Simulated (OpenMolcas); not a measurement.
# A workflow on GeH2Cl (SMILES [Cl][GeH2])

Aim: a series of 23 runs (ROHF/ANO-RCC-VDZ, CASSCF(9,8)/ANO-RCC-VDZ, CASPT2(9,8)/ANO-RCC-VDZ, MC-PDFT[ftrevPBE](9,8)/ANO-RCC-VDZ, CASPT2[IPEA 0](9,8)/ANO-RCC-VDZ, CASPT2[IPEA 0](8,8)/ANO-RCC-VDZ, MC-PDFT[trevPBE](9,8)/ANO-RCC-VDZ, RASSCF(9,8)/ANO-RCC-VDZ, and more) of ClGeH2. 

The calculation is run with OpenMolcas 26.06.

### 1 The system as given

GeH2Cl: 4 atoms, total charge 0, spin state doublet. SMILES: `[Cl][GeH2]`. The coordinates come from a PBE0-D4/def2-TZVP relaxation.

Bond lengths: Cl1–Ge2 2.156 Å, Ge2–H3 1.546 Å, Ge2–H4 1.546 Å. Angles: Cl1–Ge2–H3 106.8°, Cl1–Ge2–H4 106.8°, H3–Ge2–H4 112.3°.

### 2 A single-point energy at ROHF/ANO-RCC-VDZ (DKH2) (run 1)

geom.xyz

```xyz
4

Cl    -1.562900     0.305200     0.993500
Ge     0.106700    -0.451100    -0.141600
H      0.072700     0.259600    -1.514200
H      1.383400    -0.113700     0.662300
```

step1.input

```
* ClGeH2 Hartree-Fock

&GATEWAY
  COORD
  geom.xyz
  BASIS
  ANO-RCC-VDZ
  GROUP
  NoSym

&SEWARD

&SCF
  UHF
  SPIN
  2
  PRORBITALS
  1 2

&RASSCF
  FILEORB
  $Project.UnaOrb
  SPIN
  2
  NACTEL
  1 0 0
  INACTIVE
  25
  RAS2
  1
  OUTORBITALS
  Canonical
  ORBLISTING
  NoCore
```

Launch:

```bash
$ export MOLCAS_MEM=1860
$ pymolcas step1.input > step1.log
```

What it wrote:

```text
--- Start Module: gateway ---
[...]
--- Stop Module: gateway /rc=_RC_ALL_IS_WELL_ ---
[...]
      Basis functions           39
[...]
--- Start Module: scf ---
[...]
       Convergence after  11 Iterations
[...]
::    Total SCF energy                              -2559.0753575427
[...]
      Total spin, S                                     0.5011034437
[...]
--- Stop Module: scf /rc=_RC_ALL_IS_WELL_ ---
--- Start Module: rasscf ---
[...]
      Number of active orbitals                  1
[...]
      Spin quantum number                      0.5
[...]
      Active orbitals                            1
[...]
      Number of CSFs                             1
[...]
      Number of root(s) required                 1
[...]
      Convergence after  7 iterations
[...]
      printout of CI-coefficients larger than  0.05 for root  1
      energy=   -2559.074657
      conf/sym  1     Coeff  Weight
             1  u   1.00000 1.00000
      Natural orbitals and occupation numbers for root  1
      sym 1:   1.000000
      ************************************************************************************************************************
      *                                                    Final results                                                     *
[...]
::    RASSCF root number  1 Total energy:  -2559.07465667
[...]
      Total electronic charge=   51.000000
      Total            charge=   -0.000000
[...]
      Dipole Moment (debye):
      Origin of the operator (angstrom)=   -0.4084   -0.2031    0.2111
                   X=  2.5636E+00               Y= -1.3381E+00               Z= -1.7731E+00           Total=  3.3921E+00
      Quadrupole Moment (debye*angstrom):
[...]
--- Stop Module: rasscf /rc=_RC_ALL_IS_WELL_ ---
[...]
```

It took 2.9 s on 1 thread of Intel Xeon 6975P-C (Granite Rapids), shared host; peak memory 0.41 GiB.

### 3 The excited states at CASSCF(9,8)/ANO-RCC-VDZ (DKH2, 2 states averaged) (run 2)

geom.xyz is that of step 2.

step2.input

```
&GATEWAY
Coord=geom.xyz
Basis=ANO-RCC-VDZ
Group=NoSym
&SEWARD
&RASSCF
FileOrb=$CurrDir/step1.RasOrb
Spin=2
Nactel=9 0 0
Inactive=21
Ras2=8
CIRoot=2 2 1
OrbListing=NoCore
OrbAppear=Compact
```

Launch:

```bash
$ export MOLCAS_MEM=1860
$ pymolcas step2.input > step2.log
```

What it wrote:

```text
--- Start Module: gateway ---
[...]
--- Stop Module: gateway /rc=_RC_ALL_IS_WELL_ ---
--- Start Module: seward ---
[...]
      Basis functions           39
[...]
      Number of active orbitals                  8
[...]
      Spin quantum number                      0.5
[...]
      Active orbitals                            8
[...]
      Number of CSFs                          2352
[...]
      Number of root(s) required                 2
[...]
      Convergence after 21 iterations
[...]
      printout of CI-coefficients larger than  0.05 for root  1
      energy=   -2559.120346
      conf/sym  11111111     Coeff  Weight
             1  2222u000  -0.96957 0.94007
             2  22220u00   0.07148 0.00511
            39  2u22ud00  -0.05452 0.00297
           210  2022u200  -0.05045 0.00255
[...]
      Natural orbitals and occupation numbers for root  1
      sym 1:   1.960899   1.969933   1.983919   1.997800   1.001356   0.035615   0.023481   0.026997
      Natural orbitals and occupation numbers for root  2
      sym 1:   1.941132   1.946683   1.987703   1.036469   1.961434   0.051509   0.039230   0.035840
      ************************************************************************************************************************
      *                                                    Final results                                                     *
[...]
::    RASSCF root number  1 Total energy:  -2559.12034599
::    RASSCF root number  2 Total energy:  -2558.96587092
[...]
      Total electronic charge=   51.000000
      Total            charge=   -0.000000
[...]
      Dipole Moment (debye):
      Origin of the operator (angstrom)=   -0.4084   -0.2031    0.2111
                   X=  6.2743E-02               Y=  2.2949E+00               Z=  3.5580E-01           Total=  2.3232E+00
      Quadrupole Moment (debye*angstrom):
[...]
```

It took 3.6 s on 1 thread of Intel Xeon 6975P-C (Granite Rapids), shared host; peak memory 0.41 GiB.

Run 3 isn't shown in full; the table further down has it.

### 4 The excited states at MC-PDFT[ftrevPBE](9,8)/ANO-RCC-VDZ (DKH2, 2 states averaged) (run 4)

geom.xyz is that of step 3.

step4.inp

```
* ClGeH2 MC-PDFT
>>> EXPORT MOLCAS_PRINT=2

&gateway
 coord=geom.xyz
 basis=ANO-RCC-VDZ
 group=NoSym

&seward
 gridinput
 Grid=UltraFine
 End of Grid

&rasscf
 fileorb=$CurrDir/step2.RasOrb
 spin=2
 nactel=9 0 0
 inactive=21
 ras2=8
 ciroot=2 2 1
 orblisting=NoCore
 orbappear=Compact
 xmsi

&mcpdft
 ksdft=FT:revPBE
 mspdft
```

Launch:

```bash
$ export MOLCAS_MEM=1860
$ pymolcas step4.inp > step4.log
```

What it wrote:

```text
[...]
      Basis functions           39
[...]
      Number of active orbitals                  8
[...]
      Spin quantum number                      0.5
[...]
      Active orbitals                            8
[...]
      Number of CSFs                          2352
[...]
      Number of root(s) required                 2
[...]
      Convergence after  7 iterations
[...]
      printout of CI-coefficients larger than  0.05 for root  1
      energy=   -2559.120347
      conf/sym  11111111     Coeff  Weight
             1  2222u000  -0.96957 0.94007
             2  22220u00   0.07149 0.00511
            39  2u22ud00  -0.05453 0.00297
           210  2022u200  -0.05046 0.00255
[...]
      Natural orbitals and occupation numbers for root  1
      sym 1:   1.960899   1.969932   1.983919   1.997800   1.001356   0.035615   0.023482   0.026997
      Natural orbitals and occupation numbers for root  2
      sym 1:   1.941132   1.946686   1.987703   1.036469   1.961432   0.051507   0.039231   0.035840
      ************************************************************************************************************************
      *                                                    Final results                                                     *
[...]
::    RASSCF root number  1 Total energy:  -2559.12034743
::    RASSCF root number  2 Total energy:  -2558.96586947
[...]
      Total electronic charge=   51.000000
      Total            charge=   -0.000000
[...]
      Dipole Moment (debye):
      Origin of the operator (angstrom)=   -0.4084   -0.2031    0.2111
                   X=  6.2386E-02               Y=  2.2948E+00               Z=  3.5601E-01           Total=  2.3231E+00
      Quadrupole Moment (debye*angstrom):
[...]
::    MSPDFT root number  1 Total energy:  -2561.66788318
::    MSPDFT root number  2 Total energy:  -2561.51949605
[...]
```

Run time: 4.8 s. Hardware: 1 thread of Intel Xeon 6975P-C (Granite Rapids), shared host; peak memory 0.41 GiB.

Runs 5 to 22 aren't shown in full; the table further down has their settings and results.

### 5 The excited states at CASPT2(9,8)/ANO-RCC-VDZ (DKH2, ipea shift 0.25 Eh, pt2 variant XDW, 2 states averaged, weight exponent 10) (run 23)

geom.xyz is that of step 4.

step23.inp

```
&GATEWAY
COORD=geom.xyz
BASIS=ANO-RCC-VDZ
GROUP=NoSym
&SEWARD
&RASSCF
FILEORB=$CurrDir/step2.RasOrb
SPIN=2
NACTEL=9 0 0
INACTIVE=21
RAS2=8
CIROOT=2 2 1
ORBLISTING=NoCore
ORBAPPEAR=Compact
&CASPT2
XMULTISTATE=all
DWMS=10
DWTYPE=3
IPEA=0.25
IMAGINARY=0.3
&RASSI
NROFJOBIPHS=1 all
IPHNAMES
JOBMIX
EJOB
```

Launch:

```bash
$ export MOLCAS_MEM=1860
$ pymolcas step23.inp > step23.log
```

What it wrote:

```text
--- Start Module: gateway ---
[...]
--- Stop Module: gateway /rc=_RC_ALL_IS_WELL_ ---
[...]
      Basis functions           39
[...]
      Number of active orbitals                  8
[...]
      Spin quantum number                      0.5
[...]
      Active orbitals                            8
[...]
      Number of CSFs                          2352
[...]
      Number of root(s) required                 2
[...]
      Convergence after  7 iterations
[...]
      printout of CI-coefficients larger than  0.05 for root  1
      energy=   -2559.120347
      conf/sym  11111111     Coeff  Weight
             1  2222u000  -0.96957 0.94007
             2  22220u00   0.07149 0.00511
            39  2u22ud00  -0.05453 0.00297
           210  2022u200  -0.05046 0.00255
[...]
      Natural orbitals and occupation numbers for root  1
      sym 1:   1.960899   1.969932   1.983919   1.997800   1.001356   0.035615   0.023482   0.026997
      Natural orbitals and occupation numbers for root  2
      sym 1:   1.941132   1.946686   1.987703   1.036469   1.961432   0.051507   0.039231   0.035840
      ************************************************************************************************************************
      *                                                    Final results                                                     *
[...]
::    RASSCF root number  1 Total energy:  -2559.12034743
::    RASSCF root number  2 Total energy:  -2558.96586947
[...]
      Total electronic charge=   51.000000
      Total            charge=   -0.000000
[...]
--- Start Module: caspt2 ---
[...]
::    XDW-CASPT2 Root  1     Total energy:  -2559.17115582
::    XDW-CASPT2 Root  2     Total energy:  -2559.01531778
[...]
--- Start Module: rassi ---
[...]
::    RASSI State    1     Total energy:   -2559.17115582015231
::    RASSI State    2     Total energy:   -2559.01531778392473
[...]
```

Run time: 4.5 s. Hardware: 1 thread of Intel Xeon 6975P-C (Granite Rapids), shared host; peak memory 0.41 GiB.

### 6 The series

```tsv
run	level	starting guess	task	partner	energy (Eh)	dipole moment (D) of the reference	wall time
1	ROHF/ANO-RCC-VDZ (DKH2)	–	energy	base	-2559.074657	3.39	2.9 s
2	CASSCF(9,8)/ANO-RCC-VDZ (DKH2, 2 states averaged)	orbitals of step 1	excited	base	-2559.120346	2.90	3.6 s
3	CASPT2(9,8)/ANO-RCC-VDZ (DKH2, ipea shift 0.25 Eh, pt2 variant XDW, real shift 0.3 Eh, 2 states averaged)	orbitals of step 2	excited	base	-2559.170228	2.90	4.5 s
4	MC-PDFT[ftrevPBE](9,8)/ANO-RCC-VDZ (DKH2, 2 states averaged)	orbitals of step 2	excited	base	-2561.667883	–	4.8 s
5	CASSCF(9,8)/ANO-RCC-VDZ (DKH2, root 2, 2 states averaged, time step au 20)	orbitals of step 2	md	base	-2558.965869	–	2.5 min
6	CASSCF(9,8)/ANO-RCC-VDZ (DKH2, root 2, 2 states averaged)	orbitals of step 2	gradient	base	-2558.965869	–	7.8 s
7	CASSCF(9,8)/ANO-RCC-VDZ (DKH2, 2 states averaged)	orbitals of step 2	excited	base	-2559.120347	2.90	3.3 s
8	CASPT2[IPEA 0](9,8)/ANO-RCC-VDZ (DKH2, PCM toluene, ipea shift 0 Eh, pt2 variant XDW, 2 states averaged, sigma1 shift 0.2)	orbitals of step 2	excited	base	-2559.174793	3.27	12 s
9	CASPT2[IPEA 0](8,8)/ANO-RCC-VDZ (DKH2, ipea shift 0 Eh, pt2 variant SS)	orbitals of step 2	energy	cation	-2558.854554	–	4.2 s
10	CASPT2(9,8)/ANO-RCC-VDZ (DKH2, ipea shift 0.25 Eh, pt2 variant XMS, 2 states averaged, sigma2 shift 0.3)	orbitals of step 2	excited	base	-2559.172203	2.90	4.2 s
11	CASSCF(9,8)/ANO-RCC-VDZ (DKH2, 2 states averaged, root 2)	orbitals of step 2	optimise	base	not converged	–	4.8 min
12	MC-PDFT[trevPBE](9,8)/ANO-RCC-VDZ (DKH2, 2 states averaged)	orbitals of step 2	excited	base	-2561.304778	2.90	3.3 s
13	RASSCF(9,8)/ANO-RCC-VDZ (DKH2, 2 states averaged)	orbitals of step 2	excited	base	not converged	–	65 s
14	CASSCF(9,8)/ANO-RCC-VDZ (DKH2, valence bond yes)	orbitals of step 2	energy	base	not converged	–	2.8 s
15	CASSCF(9,8)/ANO-RCC-VDZ (DKH2)	orbitals of step 2	optimise	base	-2559.130168	3.54	52 s
16	MC-PDFT[tPBE](9,8)/ANO-RCC-VDZ (DKH2)	orbitals of step 2	gradient	base	-2561.031575	3.04	9.3 s
17	CASPT2[IPEA 0.5](9,8)/ANO-RCC-VDZ (DKH2, ipea shift 0.5 Eh, pt2 variant RMS, real shift 0.1 Eh, 2 states averaged)	orbitals of step 2	excited	base	-2559.170305	2.90	4.2 s
18	MC-PDFT[tPBE](9,8)/ANO-RCC-VDZ (DKH2)	orbitals of step 2	energy	other spin	-2560.786224	1.79	3.6 s
19	SC-NEVPT2(9,8)/ANO-RCC-VDZ (DKH2, pt2 variant QD-SC-NEVPT2, 2 states averaged)	orbitals of step 2	excited	base	-2559.170845	2.90	5.4 s
20	CASPT2[IPEA 0.5](9,8)/ANO-RCC-VDZ (DKH2, ipea shift 0.5 Eh, pt2 variant MS, 2 states averaged, second multiplicity 4)	orbitals of step 2	spin-orbit	base	-2559.170421	–	7.5 s
21	CASSCF(9,8)/ANO-RCC-VDZ (DKH2, multiplet size 2, 3 states averaged)	orbitals of step 2	magnetism	base	-2559.113975	–	5.7 s
22	CASPT2[IPEA 0.5](9,8)/ANO-RCC-VDZ (DKH2, ipea shift 0.5 Eh, pt2 variant MS, 2 states averaged, second multiplicity 4)	orbitals of step 2	spin-orbit	base	-2559.170421	–	7.5 s
23	CASPT2(9,8)/ANO-RCC-VDZ (DKH2, ipea shift 0.25 Eh, pt2 variant XDW, 2 states averaged, weight exponent 10)	orbitals of step 2	excited	base	-2559.171156	2.90	4.5 s
```

### 7 What came out

```
                                                                          quantity           value
                  run 23, CASPT2(9,8)/ANO-RCC-VDZ: energy of the lowest of 2 roots  -2559.17116 Eh
                   run 23, CASPT2(9,8)/ANO-RCC-VDZ: dipole moment (CASSCF density)          2.90 D
run 23, CASPT2(9,8)/ANO-RCC-VDZ: lowest excitation energy within this active space         4.24 eV
```

All runs together took 11 min, the longest 4.8 min. 3 of the 23 runs did not end normally.
